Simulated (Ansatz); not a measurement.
# KI2: the cost of one run

Program: Ansatz 0.2.0. Level of theory: DFT PBE, scalar-relativistic, plane waves, PAW. These are calculated values, not measurements.

3 further runs of the same task are left out: 1 that didn't finish, 2 set aside as unsound or not needed.

## (1) Starting point

It takes space group P4/mmm (No. 123, tetragonal). The conventional cell has a = 4.712 Å, b = 4.712 Å, c = 6.537 Å, α = 90.00°, β = 90.00°, γ = 90.00°. Around K (site symmetry 4/mmm) lie 8 I at 3.72 Å. I (site symmetry 4mm) is surrounded by 2 I at 3.24 to 3.29 Å and 4 K at 3.72 Å.

As a file:

```
CELL_PARAMETERS angstrom
4.71233 0.00000 0.00000
0.00000 4.71233 0.00000
0.00000 0.00000 6.53748
ATOMIC_POSITIONS crystal
K 0.00000 0.00000 0.00000
I 0.50000 0.50000 0.25188
I 0.50000 0.50000 0.74812
```

The cell was relaxed beforehand at this level, from a database cell with other species swapped in; it needn't be the stable form of this composition. At a tolerance of 0.05 Å it has space group P4/mmm (No. 123); it has 48.39 Å³/atom, an uncorrected energy of -0.96 eV/atom over the elements.

## (2) Electronic structure at the relaxed geometry

File input.yaml:

```yaml
crystal:
  lattice:
    - [4.7123348761, 0.0, 0.0]
    - [0.0, 4.7123348761, 0.0]
    - [0.0, 0.0, 6.5374795799]
  atoms:
    - { symbol: K, position: [0.0, 0.0, 0.0] }
    - { symbol: I, position: [0.5, 0.5, 0.2518774798] }
    - { symbol: I, position: [0.5, 0.5, 0.7481225202] }
basis:
  ecutwfc: 420
kpoints:
  mp_grid: { grid: [10, 10, 8] }
  band_path:
    path:
      - [[0.0, 0.0, 0.0], [0.0, 0.5, 0.0], [0.5, 0.5, 0.0], [0.0, 0.0, 0.0], [0.0, 0.0, 0.5], [0.0, 0.5, 0.5], [0.5, 0.5, 0.5], [0.0, 0.0, 0.5]]
      - [[0.0, 0.5, 0.0], [0.0, 0.5, 0.5]]
      - [[0.5, 0.5, 0.0], [0.5, 0.5, 0.5]]
    npoints: 14
hamiltonian:
  xc: pbe
scf:
  occupations: { method: gaussian, width: 0.1 }
  n_extra_bands: 7
output:
  forces: true
  stress: true
  eigenvalues: true
  populations: true
  dos: { projected: true, de: 0.02, nscf_kmesh: { grid: [12, 12, 10] } }
  bader: true
  write_density: true
  write_potential: true
  elf: true
  volumetric_format: npy
```

Launch:

```console
ansatz run input.yaml --threads 1 --pin off --max-ram 2560MiB --backend cpu --events-out ev --progress --plain --runs-dir out
```

**Question.** How long does this run take on 1 thread of Arm Neoverse V1, shared host, and how much memory does it need?

About 66 s, with a peak of 0.7 GiB.
